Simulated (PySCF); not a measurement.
**One shape, several levels: C2H7GeNSi (SMILES N#[C][GeH2][CH2][SiH3])**

We compute a comparison of 6 runs (HF/3-21G, HF/def2-SVP, M06-2X/3-21G, B3LYP/6-31G*, PBE0/def2-SVP, M06-2X/6-311G**) of C2H7GeNSi. Input form: a Python script.

Program for the calculation: PySCF 2.14.0.

### 1 Starting point

C2H7GeNSi has 12 atoms, charge 0, and is taken as a singlet. As SMILES, `N#[C][GeH2][CH2][SiH3]`. Geometry: a GFN2-xTB relaxation, a rough one for these elements and not checked as a minimum. This is one conformer, not always the lowest.

Bond lengths: N1–C2 1.145 Å, C2–Ge3 1.915 Å, Ge3–C4 1.964 Å, C4–Si5 1.907 Å, Ge3–H6 1.509 Å, Ge3–H7 1.503 Å, C4–H8 1.091 Å, C4–H9 1.090 Å, Si5–H10 1.466 Å, Si5–H11 1.465 Å, Si5–H12 1.463 Å. Some angles: N1–C2–Ge3 179.2°, C2–Ge3–C4 109.6°, Ge3–C4–Si5 113.0°, C2–Ge3–H6 104.9°, C2–Ge3–H7 105.1°, C4–Ge3–H6 113.9°, C4–Ge3–H7 114.0°, Ge3–C4–H8 108.5°, Ge3–C4–H9 108.5°, Si5–C4–H8 109.7°.

### 2 Energy and forces at HF/3-21G (run 1)

File start.xyz:

```xyz
12

N      2.054630     0.917480     2.396490
C      1.439750     1.110930     1.449880
Ge     0.390600     1.420990    -0.122050
C     -1.016310     0.057340    -0.252740
Si    -0.324230    -1.713000    -0.406330
H     -0.132610     2.827530     0.031860
H      1.372320     1.398260    -1.259500
H     -1.651480     0.129320     0.631140
H     -1.644350     0.289070    -1.112780
H      0.488710    -1.793210    -1.623340
H     -1.465290    -2.626210    -0.503460
H      0.488260    -2.018490     0.770830
```

File input.py:

```python
from pyscf import gto

mol = gto.M(
    atom='start.xyz',
    basis='3-21g',
    verbose=3,
    max_memory=1860,
    spin=0,
)

mf = mol.RHF()
mf.conv_tol = 1e-10
mf.kernel()
if not mf.converged:
    mf = mf.newton().run(mf.mo_coeff, mf.mo_occ)

energy = mf.e_tot
print('Final energy', energy)
grad = mf.nuc_grad_method().kernel()
mf.analyze()
```

On the command line:

```bash
$ OMP_NUM_THREADS=1 python input.py
```

Log:

```text
converged SCF energy = -2486.26077481525
[... 20 lines left out ...]
MO #11  energy= -6.116478671578    occ= 2
[... 12 lines left out ...]
MO #24  energy= -0.970825569250893 occ= 2
[... 12 lines left out ...]
MO #37  energy= 0.127907079641826  occ= 0
[... 12 lines left out ...]
MO #50  energy= 0.41700009245387   occ= 0
[... 12 lines left out ...]
MO #63  energy= 1.21946037756277   occ= 0
[... 12 lines left out ...]
MO #76  energy= 3.03662230561935   occ= 0
[... 13 lines left out ...]
Dipole moment(X, Y, Z, Debye): -2.68534,  0.12042, -2.97480
```

Run time: 3.9 s. Hardware: 1 thread of Arm Neoverse V2, shared host; peak memory 0.15 GiB.

### 3 Energy and forces at HF/def2-SVP (run 2)

File input.py:

```python
import pyscf.grad
from pyscf import gto, scf

molecule = gto.M(
    atom='''
N        2.054630       0.917480       2.396490
C        1.439750       1.110930       1.449880
Ge       0.390600       1.420990      -0.122050
C       -1.016310       0.057340      -0.252740
Si      -0.324230      -1.713000      -0.406330
H       -0.132610       2.827530       0.031860
H        1.372320       1.398260      -1.259500
H       -1.651480       0.129320       0.631140
H       -1.644350       0.289070      -1.112780
H        0.488710      -1.793210      -1.623340
H       -1.465290      -2.626210      -0.503460
H        0.488260      -2.018490       0.770830
''',
    spin=0,
    basis='def2-svp',
    verbose=4,
    max_memory=1860,
)

calc0 = scf.RHF(molecule)
calc0.conv_tol = 1e-10
calc0.kernel()
if not calc0.converged:
    calc0 = calc0.newton().run(calc0.mo_coeff, calc0.mo_occ)

etot = calc0.e_tot
print('Final energy', etot)
grad = calc0.Gradients().kernel()
dip = calc0.dip_moment()
pop, q = calc0.mulliken_pop()
```

On the command line:

```bash
$ OMP_NUM_THREADS=1 python input.py
```

Log:

```text
PySCF version 2.14.0

[... 72 lines left out ...]
converged SCF energy = -2498.10069984652
Final energy -2498.1006998465173
[... 11 lines left out ...]
Dipole moment(X, Y, Z, Debye): -2.84952,  0.18097, -3.15694
[... 140 lines left out ...]
charge of   11H =     -0.11315
```

Wall time 17 s (1 thread of Arm Neoverse V2, shared host); peak memory 0.37 GiB.

Run 3 isn't shown in full; the table further down has it.

### 4 Energy and forces at B3LYP/6-31G(d) (spherical functions) (run 4)

File input.py:

```python
import pyscf.grad
from pyscf import gto, dft

mol = gto.M(
    atom='''
N        2.054630       0.917480       2.396490
C        1.439750       1.110930       1.449880
Ge       0.390600       1.420990      -0.122050
C       -1.016310       0.057340      -0.252740
Si      -0.324230      -1.713000      -0.406330
H       -0.132610       2.827530       0.031860
H        1.372320       1.398260      -1.259500
H       -1.651480       0.129320       0.631140
H       -1.644350       0.289070      -1.112780
H        0.488710      -1.793210      -1.623340
H       -1.465290      -2.626210      -0.503460
H        0.488260      -2.018490       0.770830
''',
    max_memory=1860,
    charge=0,
    basis='6-31g*',
    spin=0,
    verbose=4,
)

mf = dft.RKS(mol)
mf.xc = 'b3lyp'
mf.grids.level = 5
mf.conv_tol = 1e-10
mf.kernel()
if not mf.converged:
    mf = mf.newton().run(mf.mo_coeff, mf.mo_occ)

e_final = mf.e_tot
print('E(%s) = %.9f' % ('B3LYP', e_final))
grad = mf.Gradients().kernel()
dip = mf.dip_moment()
pop, q = mf.mulliken_pop()
```

On the command line:

```bash
$ OMP_NUM_THREADS=1 python input.py
```

Log:

```text
PySCF version 2.14.0

[... 82 lines left out ...]
converged SCF energy = -2501.40744466857
[... 13 lines left out ...]
Dipole moment(X, Y, Z, Debye): -2.81724,  0.15525, -3.03266
[... 119 lines left out ...]
charge of   11H =     -0.04647
```

It took 62 s on 1 thread of Arm Neoverse V2, shared host; peak memory 1.1 GiB.

Run 5 isn't shown in full; the table further down has it.

### 5 Energy and forces at M06-2X/6-311G(d,p) (run 6)

File job.py:

```python
import pyscf.grad
from pyscf import gto, dft

mol = gto.Mole()
mol.atom = '''
N    2.054630   0.917480   2.396490
C    1.439750   1.110930   1.449880
Ge   0.390600   1.420990  -0.122050
C   -1.016310   0.057340  -0.252740
Si  -0.324230  -1.713000  -0.406330
H   -0.132610   2.827530   0.031860
H    1.372320   1.398260  -1.259500
H   -1.651480   0.129320   0.631140
H   -1.644350   0.289070  -1.112780
H    0.488710  -1.793210  -1.623340
H   -1.465290  -2.626210  -0.503460
H    0.488260  -2.018490   0.770830
'''
mol.basis = '6-311g**'
mol.max_memory = 1860
mol.verbose = 4
mol.charge = 0
mol.spin = 0
mol.build()

mf = dft.RKS(mol, xc='m06-2x')
mf.grids.level = 5
mf.conv_tol = 1e-10
mf.kernel()
if not mf.converged:
    mf = mf.newton().run(mf.mo_coeff, mf.mo_occ)

energy = mf.e_tot
print(f'total energy: {energy:.8f} hartree')
grad = mf.Gradients().kernel()
mf.analyze()
```

On the command line:

```bash
$ OMP_NUM_THREADS=1 python job.py
```

Log:

```text
PySCF version 2.14.0

[... 121 lines left out ...]
MO #16  energy= -3.86231978300783  occ= 2
[... 29 lines left out ...]
MO #46  energy= 0.120208856524287  occ= 0
[... 29 lines left out ...]
MO #76  energy= 0.741581742791466  occ= 0
[... 29 lines left out ...]
MO #106 energy= 1.62958826973112   occ= 0
[... 29 lines left out ...]
MO #136 energy= 2.66932789720366   occ= 0
[... 29 lines left out ...]
MO #166 energy= 843.971767327715   occ= 0
[... 181 lines left out ...]
Dipole moment(X, Y, Z, Debye): -2.75694,  0.11248, -3.07670
```

Run time: 3.3 min. Hardware: 1 thread of Arm Neoverse V2, shared host; peak memory 2.1 GiB.

### 6 Overview of the runs

| run | level | integration grid | energy (Eh) | dipole moment (D) | HOMO energy (eV) | LUMO energy (eV) | wall time |
| --- | --- | --- | --- | --- | --- | --- | --- |
| 1 | HF/3-21G | – | -2486.260775 | 4.01 | -11.73 | 3.48 | 3.9 s |
| 2 | HF/def2-SVP | – | -2498.100700 | 4.26 | -11.94 | 3.14 | 17 s |
| 3 | M06-2X/3-21G | 5 | -2489.290395 | 3.88 | -9.96 | 0.97 | 51 s |
| 4 | B3LYP/6-31G* (spherical functions) | 5 | -2501.407445 | 4.14 | -8.61 | -0.29 | 62 s |
| 5 | PBE0/def2-SVP | 5 | -2500.647647 | 4.05 | -9.00 | -0.18 | 66 s |
| 6 | M06-2X/6-311G** | 5 | -2501.581043 | 4.13 | -10.09 | 0.43 | 3.3 min |

### 7 Results

| quantity | value |
| --- | --- |
| run 6: total energy | -2501.58104 Eh |
| run 6: dipole moment | 4.13 D |
| run 6: HOMO energy | -10.09 eV |
| run 6: LUMO energy | 0.43 eV |
| run 6: HOMO–LUMO gap | 10.52 eV |
| run 6: largest force on an atom | 0.827 eV/Å |

In words: The dipole moment (its size) runs from 3.88 D (M06-2X/3-21G) to 4.26 D (HF/def2-SVP). The two ends differ in method and basis. The HOMO–LUMO gap runs from 8.32 eV (B3LYP/6-31G*) to 15.22 eV (HF/3-21G). Totals of different functionals can't be ranked against each other. All runs together took 6.6 min, the longest 3.3 min.
